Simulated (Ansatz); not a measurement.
A nudged elastic band was laid between two geometries of a periodic cell of 17 atoms, Ta16C (host Ta, host structure bcc, interstitial C).

Computed with DFT PBE-D3(BJ), scalar-relativistic, plane waves, PAW in Ansatz. Settings: cutoff 420 eV, k mesh 3x3x3, gaussian smearing 0.05 eV, no spin polarisation.

| Quantity | Value |
| --- | --- |
| movable images | 7 |
| climbing image | yes |
| spring | 5.0 eV/Å² |
| optimiser | lbfgs |
| start path | IDPP |
| force threshold | 0.03 eV/Å |
| iteration limit | 55 |
| end points | relaxed |

Image 0:

```xyz
17
Lattice="6.6200 0.0000 0.0000 0.0000 6.6200 0.0000 0.0000 0.0000 6.6200" Properties=species:S:1:pos:R:3
Ta -0.047 0.008 -0.003
Ta 3.263 0.316 -0.003
Ta -0.047 3.297 -0.003
Ta -0.047 -0.073 3.307
Ta 1.524 1.652 1.735
Ta 3.263 2.990 -0.003
Ta 3.263 0.008 3.307
Ta 5.001 1.653 1.736
Ta -0.047 3.378 3.307
Ta 1.662 4.963 1.597
Ta 1.524 1.653 4.879
Ta 3.263 3.297 3.307
Ta 4.864 4.963 1.597
Ta 5.002 1.653 4.878
Ta 1.662 4.963 5.016
Ta 4.863 4.963 5.017
C 3.263 4.963 -0.003
```

Image 8:

```xyz
17
Lattice="6.6200 0.0000 0.0000 0.0000 6.6200 0.0000 0.0000 0.0000 6.6200" Properties=species:S:1:pos:R:3
Ta 0.056 -0.101 -0.002
Ta 3.257 -0.102 -0.002
Ta 0.056 3.317 -0.002
Ta -0.082 0.036 3.308
Ta 1.656 1.608 1.664
Ta 3.257 3.317 -0.002
Ta 3.395 0.036 3.308
Ta 4.966 1.608 1.583
Ta -0.082 3.179 3.308
Ta 1.657 4.918 1.971
Ta 1.656 1.608 4.952
Ta 3.395 3.179 3.308
Ta 4.967 4.917 1.664
Ta 4.967 1.608 5.033
Ta 1.656 4.918 4.645
Ta 4.966 4.917 4.952
C 1.657 4.918 -0.002
```

Question: Which bonds break or form, and what moves?

Answer: The atom that moves furthest is C17, by 1.61 Å; four of its nearest neighbours are Ta6 1.97, Ta2 1.97, Ta10 2.26, Ta15 2.26 Å at the first end and Ta15 1.97, Ta10 1.97, Ta3 2.26, Ta6 2.26 Å at the last.

Question: Give the energies along the band, and the barrier.

Answer: The run converged. The highest image is number 4 of 0 to 8, 0.98 eV above the ends, which have the same energy within 2 meV. By the program's own check the climbing image is a first-order saddle point (lowest curvatures found: -3.86 and 7.36 eV/Å²). Limits of this set-up: coarse k mesh, a small cell, in which the defect meets its images, a typed lattice constant that wasn't relaxed here.

```
image  path coordinate (Å)  energy (eV)  Ta13–C17 (Å)  Ta16–C17 (Å)  Ta1–C17 (Å)
    0                 0.00         0.00          2.26          2.26         3.71
    1                 0.24         0.17          2.40          2.40         3.54
    2                 0.48         0.54          2.59          2.59         3.36
    3                 0.72         0.86          2.79          2.79         3.18
    4                 0.97         0.98          2.99          2.99         2.99
    5                 1.21         0.86          3.18          3.18         2.79
    6                 1.46         0.55          3.36          3.36         2.59
    7                 1.70         0.17          3.53          3.53         2.41
    8                 1.94         0.00          3.71          3.71         2.26
```

Question: What is the geometry of the highest image?

Answer: 
```xyz
17
Lattice="6.6200 0.0000 0.0000 0.0000 6.6200 0.0000 0.0000 0.0000 6.6200" Properties=species:S:1:pos:R:3
Ta -0.020 -0.006 -0.003
Ta 3.354 0.140 -0.002
Ta -0.021 3.266 -0.003
Ta -0.078 0.004 3.308
Ta 1.628 1.630 1.657
Ta 3.354 3.120 -0.002
Ta 3.291 -0.021 3.307
Ta 4.998 1.630 1.682
Ta -0.078 3.256 3.308
Ta 1.565 4.940 1.817
Ta 1.628 1.630 4.958
Ta 3.291 3.281 3.307
Ta 4.940 4.940 1.671
Ta 4.997 1.630 4.933
Ta 1.565 4.940 4.799
Ta 4.939 4.940 4.944
C 2.461 4.940 -0.002
```

Time of the run: 12 min on 4 threads of Intel(R) Xeon(R) 6975P-C (Granite Rapids) (shared host), peak memory 3.8 GiB.
